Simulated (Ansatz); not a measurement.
**C₂H₅ClO₂Si: up Jacob's ladder to CCSD(T)**

An exercise on one series of results from a longer session: the logs are not shown, and one member is left open.

Computed with Ansatz 0.2.0, Gaussian basis. Level: functionals in def2-TZVPP, the program's frozen cores in correlated methods.

Plan: PBE-D4, r2SCAN-D4, PBE0-D4, B3LYP-D4, ωB97X-V, ωB97M-V, B2PLYP; CCSD(T)/def2-TZVPP; MP2/def2-QZVPP; extrapolation to the limit.

### Structure used throughout

The geometry comes from an earlier relaxation with PBE0-D4 in a triple-zeta def2 set; it is a stationary point, not always the lowest conformer.

SMILES `O=CC[SiH](O)Cl`, 11 atoms, charge 0, spin multiplicity 1.

Atoms are counted from 1 here; the program's logs count them from 0.

Bond lengths: O1–C2 1.201 Å, C2–C3 1.493 Å, C2–H7 1.110 Å, C3–Si4 1.867 Å, C3–H8 1.093 Å, C3–H9 1.094 Å, Si4–O5 1.632 Å, Si4–Cl6 2.058 Å, Si4–H10 1.478 Å, O5–H11 0.959 Å. Angles: O1–C2–C3 124.1°, O1–C2–H7 120.6°, C3–C2–H7 115.2°, C2–C3–Si4 112.3°, C2–C3–H8 110.0°, C2–C3–H9 110.9°, Si4–C3–H8 106.9°, Si4–C3–H9 106.5°, H8–C3–H9 110.1°, C3–Si4–O5 105.6°, C3–Si4–Cl6 109.3°, C3–Si4–H10 112.6°, O5–Si4–Cl6 110.8°, O5–Si4–H10 112.4°, Cl6–Si4–H10 106.1°, Si4–O5–H11 118.8°.

Geometry (Å):

```xyz
11
charge 0, multiplicity 1
O    -1.5054    2.0247    0.9512
C    -1.3008    0.8418    0.9996
C     0.0515    0.2211    0.8812
Si    0.4388   -0.3055   -0.8681
O     1.8880   -1.0525   -0.7923
Cl   -1.0182   -1.6005   -1.5272
H    -2.1414    0.1267    1.1156
H     0.8201    0.9416    1.1745
H     0.1244   -0.6783    1.5005
H     0.4393    0.8289   -1.8161
H     2.2690   -1.4049   -1.5983
```

Set-up of the first run:

File in.yaml:

```yaml
crystal:
  periodic: [false, false, false]
  atoms:
    - {symbol: O, position_ang: [-1.505361, 2.024701, 0.951186]}
    - {symbol: C, position_ang: [-1.300807, 0.841847, 0.999645]}
    - {symbol: C, position_ang: [0.051534, 0.221127, 0.881155]}
    - {symbol: Si, position_ang: [0.438758, -0.305484, -0.868104]}
    - {symbol: O, position_ang: [1.887962, -1.052451, -0.792335]}
    - {symbol: Cl, position_ang: [-1.018176, -1.600527, -1.527206]}
    - {symbol: H, position_ang: [-2.141404, 0.126686, 1.115613]}
    - {symbol: H, position_ang: [0.820067, 0.941569, 1.174471]}
    - {symbol: H, position_ang: [0.124408, -0.678329, 1.500482]}
    - {symbol: H, position_ang: [0.439292, 0.828867, -1.816126]}
    - {symbol: H, position_ang: [2.269030, -1.404907, -1.598280]}
basis:
  gaussian: {orbitals: def2-TZVPP}
hamiltonian: {xc: pbe, dispersion: d4}
output: {forces: true, orbitals: {seedname: orbitals}}
```

Launch:

```bash
ansatz run in.yaml --threads 4 --pin off --events-out ev --progress --plain --max-ram 10444MiB
```

Steps of the session up to this table: PBE-D4 (GGA); r2SCAN-D4 (meta-GGA); PBE0-D4 (hybrid); B3LYP-D4 (hybrid); ωB97X-V (range-separated); ωB97M-V (range-separated); B2PLYP (double hybrid); CCSD(T) in def2-TZVPP; MP2 in def2-QZVPP.

One of the session's tables, all rows but one given; the rest of the session is left out.

| method | atomisation energy (kcal/mol) |
| --- | --- |
| PBE-D4 | 1070.5 |
| r2SCAN-D4 | 1051.2 |
| PBE0-D4 | 1046.5 |
| B3LYP-D4 | 1041.8 |
| ωB97X-V | 1049.5 |
| ωB97M-V | 1050.9 |
| B2PLYP | ? |
| HF/def2-TZVPP | 750.9 |
| MP2/def2-TZVPP | 1046.5 |
| CCSD/def2-TZVPP | 999.4 |
| CCSD(T)/def2-TZVPP | 1017.7 |
| MP2/CBS | 1076.9 |
| CCSD(T)/CBS | 1048.1 |

**Question.** Estimate the row for B2PLYP.

As computed: atomisation energy (kcal/mol): 1033.9. In the column «atomisation energy (kcal/mol)» it lies between CCSD(T)/def2-TZVPP (1017.7) and B3LYP-D4 (1041.8).
